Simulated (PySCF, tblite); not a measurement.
# C4H10ClFSi: geometry, infrared bands and NMR shifts

What infrared bands and NMR shifts should C4H10ClFSi (`CCC[SiH2][C@@H](F)Cl`) show?

The runs use tblite 0.8.0 and PySCF 2.14.0, with density-fitted response routines of our own; the level of theory stands in each step. All values are computed, except where a source is named. Atoms are numbered from 0 throughout.

### 1 Starting geometry

17 atoms, charge 0, multiplicity 1; geometry from: force field or distance geometry start.

Bonds of the start (Å): C0–C1 1.51, C1–C2 1.54, C2–Si3 1.85, Si3–C4 1.88, C4–F5 1.37, C4–Cl6 1.78, C0–H7 1.11, C0–H8 1.12, C0–H9 1.11, C1–H10 1.12, C1–H11 1.10, C2–H12 1.13, C2–H13 1.09, Si3–H14 1.44, Si3–H15 1.47, C4–H16 1.11.

### 2 Optimising the geometry with GFN2-xTB

What the job is given:

```
{"job": {"kind": "relax", "xc": "GFN2-xTB", "basis": "xTB"}, "charge": 0, "multiplicity": 1}
C     -2.638800     0.307500     0.403500
C     -1.501500    -0.239300    -0.419000
C     -0.197400     0.246800     0.241200
Si     1.294000    -0.348700    -0.668300
C      2.826800    -0.101700     0.398100
F      3.675900    -1.139200     0.123000
Cl     3.544900     1.494800     0.055900
H     -3.430000    -0.445800     0.611300
H     -2.232300     0.604400     1.403600
H     -3.133100     1.162500    -0.112100
H     -1.500700    -1.359500    -0.404300
H     -1.511900     0.148800    -1.445300
H     -0.232400     1.374600     0.173000
H     -0.120400    -0.064300     1.287600
H      1.506000     0.331900    -1.923200
H      1.179600    -1.793700    -0.882200
H      2.464300    -0.167200     1.446100
```

On the command line:

```
> OMP_NUM_THREADS=1 python probes_run.py task.json out
```

The driver reads the jobs from task.json and runs them one after another.

**Question.** This job is followed by: GFN2-xTB harmonic vibrations, gas phase; GIAO PBE0/pcSseg-1 NMR shielding, non-relativistic, gas phase. Predict these results of the whole session: strongest single infrared mode (GFN2-xTB); zero-point energy (GFN2-xTB); ¹³C shifts against TMS (PBE0/pcSseg-1); ¹H shifts against TMS (PBE0/pcSseg-1, means over atoms taken as alike); ²⁹Si shifts against TMS (PBE0/pcSseg-1); ¹⁹F shifts against CFCl3 (PBE0/pcSseg-1); ³⁵Cl shifts against HCl (PBE0/pcSseg-1); surface potential, 1st and 99th percentile.

As calculated:

| quantity | value |
| --- | --- |
| strongest single infrared mode (GFN2-xTB) | 2244 cm⁻¹, 322 km/mol |
| zero-point energy (GFN2-xTB) | 80.9 kcal/mol |
| ¹³C shifts against TMS (PBE0/pcSseg-1) | 107.6, 21.6, 21.0, 15.4 ppm |
| ¹H shifts against TMS (PBE0/pcSseg-1, means over atoms taken as alike) | 6.47, 4.34, 4.15, 1.31, 1.30, 1.14, 0.95, 0.64 ppm |
| ²⁹Si shifts against TMS (PBE0/pcSseg-1) | -34.0 ppm |
| ¹⁹F shifts against CFCl3 (PBE0/pcSseg-1) | -185.9 ppm |
| ³⁵Cl shifts against HCl (PBE0/pcSseg-1) | 217 ppm |
| surface potential, 1st and 99th percentile | -0.93 V and 1.28 V |

In words: The optimisation took 119 steps and gained 0.531 eV; among the close pairs (by a distance rule), Si3–C4 changed most, from 1.884 to 1.933 Å. No mode is imaginary among the 45: a minimum at this level. The strongest single mode, at 2244 cm⁻¹, moves mainly H15. Unscaled tight-binding wavenumbers are off by several per cent, some by more. Its intensities can rank the bands wrongly. H16 (hydrogen on an sp3 CH bonded to Cl and F and Si) lies farthest downfield among hydrogen, at 6.47 ppm; its carbon carries Cl and F, which withdraws density. At PBE0/pcSseg-1: Shielding is most anisotropic at Cl6 (span 565 ppm, paramagnetic term -414 ppm).
